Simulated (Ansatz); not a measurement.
**SnH4 (triplet): from Hartree-Fock to the top rungs, def2-SVP**

One table from this session's results is given with a row withheld; the runs are named, their logs left out.

The runs use Ansatz 0.2.0, Gaussian basis; def2-SVP, core rule «outside noble gas», up to 9 orbitals frozen.

The runs, in order: UHF; CCSD(T) on ROHF; CCSD(T) on UHF; BCCD(T) on ROHF; CISD; CCSDT(Q) on ROHF; CCSDT(Q) on UHF; CCSDTQ on ROHF; CASSCF and MRCISD+Q, 8 electrons in 8 orbitals; CASSCF and NEVPT2, 8 electrons in 8 orbitals.

3 further runs of the same task are left out: 3 set aside as unsound or not needed.

## What is computed

The geometry is a PBE0/def2-TZVP stationary point (not a proven minimum) of the parent state, kept for this charge and spin. No spin-orbit coupling is included. Elements past krypton take def2 core potentials.

5 atoms, charge 0, spin multiplicity 3.

Atoms are counted from 1 here; the program's logs count them from 0.

Bond lengths: Sn1–H2 1.704 Å, Sn1–H3 1.704 Å, Sn1–H4 1.704 Å, Sn1–H5 1.704 Å. Angles: H2–Sn1–H3 109.5°, H2–Sn1–H4 109.5°, H2–Sn1–H5 109.5°, H3–Sn1–H4 109.5°, H3–Sn1–H5 109.5°, H4–Sn1–H5 109.5°.

Coordinates:

| atom | x (Å) | y (Å) | z (Å) |
| --- | --- | --- | --- |
| Sn1 | 0.0000 | 0.0000 | 0.0000 |
| H2 | 0.9788 | 0.9872 | 0.9851 |
| H3 | -0.9890 | -0.9799 | 0.9822 |
| H4 | -0.9784 | 0.9802 | -0.9924 |
| H5 | 0.9886 | -0.9875 | -0.9749 |

Set-up of the first run:

Input file in.yaml:

```yaml
crystal:
  periodic: [false, false, false]
  atoms:
    - {symbol: Sn, position_ang: [0.000000, 0.000000, 0.000000]}
    - {symbol: H, position_ang: [0.978777, 0.987165, 0.985128]}
    - {symbol: H, position_ang: [-0.988972, -0.979870, 0.982225]}
    - {symbol: H, position_ang: [-0.978395, 0.980215, -0.992421]}
    - {symbol: H, position_ang: [0.988590, -0.987510, -0.974932]}
basis:
  gaussian: {orbitals: def2-SVP}
magnetization: {spin_polarized: true, initial_magnetization: 2}
hamiltonian: {xc: hf}
output: {orbitals: {seedname: orbitals}}
```

On the command line:

```console
ansatz run in.yaml --threads 1 --pin off --events-out ev --progress --plain --max-ram 2816MiB --backend cpu
```

Among the steps run: UHF; CCSD(T) on ROHF; CCSD(T) on UHF; BCCD(T) on ROHF; CISD; CCSDT(Q) on ROHF; CCSDT(Q) on UHF; CCSDTQ on ROHF; CASSCF and MRCISD+Q, 8 electrons in 8 orbitals; CASSCF and NEVPT2, 8 electrons in 8 orbitals.

One of the session's tables, all rows but one given; the rest of the session is left out.

```
          method  from RCCSDTQ (meV)
            ROHF             +3392.6
             UHF             +3353.0
            RMP2              +861.6
            UMP2              +858.8
           RCCSD              +127.6
           UCCSD              +120.8
        RCCSD(T)               +44.8
        UCCSD(T)               +38.7
         BCCD(T)               +44.7
          RCCSDT                +9.8
          UCCSDT                +3.9
       RCCSDT(Q)                +5.1
       UCCSDT(Q)                   ?
         RCCSDTQ                   0
  CASSCF valence             +1961.5
  NEVPT2 valence              +585.4
  MRCISD valence              +115.3
MRCISD+Q valence               +38.1
```

Estimate the missing values for UCCSDT(Q).

As computed: from RCCSDTQ (meV): -1.1. In the column «from RCCSDTQ (meV)» it is the lowest.

Limits of these values: Restricted and unrestricted rows rest on different reference determinants; where their highest levels disagree by more than a few hundredths of an eV, they describe different states and don't form one ladder.
